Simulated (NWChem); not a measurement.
# [AgCl2]− (SMILES [Cl][Ag-][Cl]): levels of theory compared

Wanted: a comparison of 3 runs (HF/def2-SVP, PBE0/def2-SVPD, PBE0/def2-SVP) of [AgCl2]−. 

Program for the calculation: NWChem 7.3.0.

## 1. Starting point

[AgCl2]−: 3 atoms, total charge -1, spin state singlet. As SMILES, `[Cl][Ag-][Cl]`. The shape comes from GFN2-xTB, which is rough for such elements, and wasn't checked as a minimum.

Bond lengths: Ag1–Cl2 2.292 Å, Ag1–Cl3 2.292 Å. Angles: Cl2–Ag1–Cl3 180.0°.

## 2. Energy and gradient at HF/def2-SVP (core potential) (run 1)

run.py

```python
from ase import Atoms
from ase.calculators.nwchem import NWChem

system = Atoms(['Ag', 'Cl', 'Cl'], positions=[
    [0.000080, 0.000050, 0.000040],
    [-0.016310, -0.020570, 2.291760],
    [0.016230, 0.020520, -2.291810],
])

calc = NWChem(
    label='job',
    theory='scf',
    memory='2200 mb',
    basis='def2-SVP',
    basispar='spherical bse',
    charge=-1,
    scf={'nopen': '0', 'rhf': None, 'thresh': '1e-08', 'maxiter': '80'},
    **{'ecp bse': {'Ag library': 'def2-SVP'}},
)
system.calc = calc

forces = system.get_forces()
print("Total energy (eV):", round(system.get_potential_energy(), 6))
print("forces (eV/A):")
for s, f in zip(system.symbols, forces):
    print(f"{s:2s} {f[0]:10.5f} {f[1]:10.5f} {f[2]:10.5f}")
print("dipole (e A):", system.get_dipole_moment().round(4))
```

Started as:

```
export ASE_NWCHEM_COMMAND="nwchem PREFIX.nwi > PREFIX.nwo"
python run.py
```

What it wrote:

```text
Total energy (eV): -28978.936913
forces (eV/A):
Ag    0.00005    0.00005   -0.00175
Cl   -0.01090   -0.01373    1.53248
Cl    0.01085    0.01373   -1.53078
dipole (e A): [0.0001 0.     0.0001]
```

The calculator wrote job.nwi:

```
title "job"

permanent_dir job

scratch_dir job

start job

geometry units angstrom nocenter noautosym noautoz
  Ag 8.0000000000000007e-05 5.0000000000000002e-05 4.0000000000000003e-05
  Cl -1.6310000000000002e-02 -2.0570000000000001e-02 2.2917600000000000e+00
  Cl 1.6230000000000001e-02 2.0520000000000000e-02 -2.2918099999999999e+00
end

charge -1

memory 2200 mb

basis spherical bse noprint
   * library def2-SVP
end

scf
  nopen 0
  rhf
  thresh 1e-08
  maxiter 80
end
ecp bse
  Ag library def2-SVP
end

task scf gradient
```

job.nwo:

```text
Northwest Computational Chemistry Package (NWChem) 7.3.0
             --------------------------------------------------------

           Job information
           ---------------

    nwchem branch   = 7.3.0
    use scalapack   = T
    input           = job.nwi
    prefix          = job.
    data base       = job/job.db
    status          = startup
    nproc           =        1

           Memory information
           ------------------

[... 5 lines left out ...]
    hardfail = no
[... 119 lines left out ...]
         Quadratically convergent ROHF
[... 15 lines left out ...]
       Final RHF  results
[... 4 lines left out ...]
      Two-electron energy =    661.543399354327
[... 46 lines left out ...]
                       ROHF Final Molecular Orbital Analysis
[... 219 lines left out ...]
                 ----------------------------------------
                 |  Time  |  1-e(secs)   |  2-e(secs)   |
                 ----------------------------------------
                 |  CPU   |       0.01   |       1.30   |
                 ----------------------------------------
                 |  WALL  |       0.01   |       1.30   |
                 ----------------------------------------

 Task  times  cpu:        7.9s     wall:        7.9s
 Total times  cpu:        7.9s     wall:        7.9s
```

It took 9.6 s on 1 thread of AMD EPYC 7R13 (Zen 3), shared host; peak memory 0.11 GiB.

## 3. Energy and gradient at PBE0/def2-SVPD (core potential) (run 2)

struct.nw

```
start struct
memory 2200 mb
charge -1
geometry units angstroms noautosym nocenter noautoz
  Ag    0.000080    0.000050    0.000040
  Cl   -0.016310   -0.020570    2.291760
  Cl    0.016230    0.020520   -2.291810
end
basis "ao basis" spherical bse
  * library def2-SVPD
end
ecp bse
  Ag library def2-SVPD
end
dft
  xc pbe0
  grid xfine
  convergence energy 1e-08
  maxiter 100
  mulliken
  print low
end
task dft gradient
```

Started as:

```
nwchem struct.nw > struct.out
```

What it wrote:

```text
[...]
 d= 0,ls=0.0,diis     1  -1066.9141783583 -1.25D+03  1.27D-02  4.64D-01     2.0
[...]
 d= 0,ls=0.0,diis     8  -1066.9733476015  1.67D-09  1.91D-06  4.49D-08    12.7
         Total DFT energy =    -1066.973347601473
      One electron energy =    -1906.993985799536
           Coulomb energy =      728.078731441900
    Exchange-Corr. energy =      -70.574021804009
 Nuclear repulsion energy =      182.515928560172
[...]
      Total Density - Mulliken Population Analysis
     ---------------------------------------------
    Atom       Charge   Shell Charges
 -----------   ------   -------------------------------------------------------
    1 Ag  19    18.59  -0.49  1.69  0.80  0.56  0.13  5.98  0.18 -0.08 -0.04  8.87  0.99  0.00
    2 Cl  17    17.70   2.00  1.98  1.25  0.69  0.04  5.93  2.13  3.26  0.39  0.01  0.01
    3 Cl  17    17.70   2.00  1.98  1.25  0.69  0.04  5.93  2.13  3.26  0.39  0.01  0.01
[...]
                         DFT ENERGY GRADIENTS
    atom               coordinates                        gradient
                 x          y          z           x          y          z
   1 Ag      0.000151   0.000094   0.000076    0.000001   0.000001   0.000028
   2 Cl     -0.030821  -0.038872   4.330798    0.000108   0.000137  -0.015348
   3 Cl      0.030670   0.038777  -4.330893   -0.000109  -0.000138   0.015320
 Task  times  cpu:       16.9s     wall:       16.9s
 Total times  cpu:       16.9s     wall:       16.9s
```

Run time: 18 s. Hardware: 1 thread of AMD EPYC 7R13 (Zen 3), shared host; peak memory 0.14 GiB.

## 4. Energy and forces at PBE0/def2-SVP (core potential) (run 3)

agcl2.xyz

```xyz
3
AgCl2
Ag     0.000080     0.000050     0.000040
Cl    -0.016310    -0.020570     2.291760
Cl     0.016230     0.020520    -2.291810
```

agcl2.nw

```
start agcl2
title "AgCl2"
memory total 2200 mb
charge -1

geometry noautosym nocenter noautoz
   load agcl2.xyz
end

basis spherical bse
   * library def2-SVP
end

ecp bse
   Ag library def2-SVP
end

dft
   xc pbe0
   grid xfine
   convergence energy 1e-08
   iterations 100
   mulliken
end

task dft gradient
```

Started as:

```
nwchem agcl2.nw > agcl2.out
```

What it wrote:

```text
[...]
          Wavefunction type:  closed shell.
          No. of atoms     :     3
          No. of electrons :    54
[...]
          Charge           :    -1
          Spin multiplicity:     1
[...]
          AO basis - number of functions:    67
[...]
              XC Information
              --------------
                         PBE0 Method XC Functional
                     Hartree-Fock (Exact) Exchange  0.250
          PerdewBurkeErnzerhof Exchange Functional  0.750
            Perdew 1991 LDA Correlation Functional  1.000 local
           PerdewBurkeErnz. Correlation Functional  1.000 non-local
[...]
 d= 0,ls=0.0,diis     1  -1066.8918196520 -1.25D+03  1.36D-02  3.87D-01     1.3
[...]
 d= 0,ls=0.0,diis     8  -1066.9426030761  8.34D-10  2.02D-06  2.58D-08     8.4
         Total DFT energy =    -1066.942603076096
      One electron energy =    -1908.356687815265
           Coulomb energy =      729.553418501154
    Exchange-Corr. energy =      -70.655262322157
 Nuclear repulsion energy =      182.515928560173
[...]
  wavefunction    = closed shell
                         DFT ENERGY GRADIENTS
    atom               coordinates                        gradient
                 x          y          z           x          y          z
   1 Ag      0.000151   0.000094   0.000076    0.000002   0.000001   0.000029
   2 Cl     -0.030821  -0.038872   4.330798    0.000081   0.000103  -0.011519
   3 Cl      0.030670   0.038777  -4.330893   -0.000082  -0.000104   0.011490
[...]
```

Run time: 12 s. Hardware: 1 thread of AMD EPYC 7R13 (Zen 3), shared host; peak memory 0.13 GiB.

## 5. All runs side by side

```tsv
run	level	core potential	iteration cap	energy (Eh)	HOMO energy (eV)	LUMO energy (eV)	HOMO–LUMO gap (eV)	wall time
1	HF/def2-SVP (core potential)	def2-SVP	80	-1064.956298	-5.49	6.40	11.89	9.6 s
2	PBE0/def2-SVPD (core potential)	def2-SVPD	100	-1066.973348	–	–	–	18 s
3	PBE0/def2-SVP (core potential)	def2-SVP	100	-1066.942603	-2.24	4.31	6.55	12 s
```

## 6. Outcome

```
                                                    quantity           value
                                         run 3: total energy  -1066.94260 Eh
                                          run 3: HOMO energy        -2.24 eV
                                          run 3: LUMO energy         4.31 eV
run 3: HOMO–LUMO gap (to an unbound level, set by the basis)         6.55 eV
                             run 3: largest force on an atom      0.592 eV/Å
```

All runs together took 39 s, the longest 18 s.
